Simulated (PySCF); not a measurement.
# Sb4 (SbSbSbSb tetrahedron): the cost of one run

Programs: PySCF 2.14.0, with routines of our own; each step states its level. All values are computed. Atoms count from 0.

### 1 The system as given

4 atoms, charge 0, multiplicity 1; geometry from: GFN2-xTB.

### 2 Geometry optimisation at PBE0-D3(BJ)/def2-SVP

Job settings and geometry (Å):

```
{"job": {"xc": "PBE0", "basis": "def2-SVP", "d3": "d3bj", "grid": 1, "maxiter": 30, "shake": 0.03, "kind": "geom"}, "charge": 0, "multiplicity": 1}
Sb    -1.380520     0.512610    -0.679220
Sb    -0.392830    -1.088220     1.261960
Sb     0.850580     1.296790     0.585510
Sb     1.006050    -0.811620    -1.198720
```

Command:

```
> OMP_NUM_THREADS=1 python heavy_run.py task.json out
```

The driver reads the jobs from task.json and runs them one after another.

**Question.** How long does this first job take on 1 thread of Arm Neoverse V1, shared host, and how much memory does it need?

About 38 s, with a peak of 0.48 GiB.
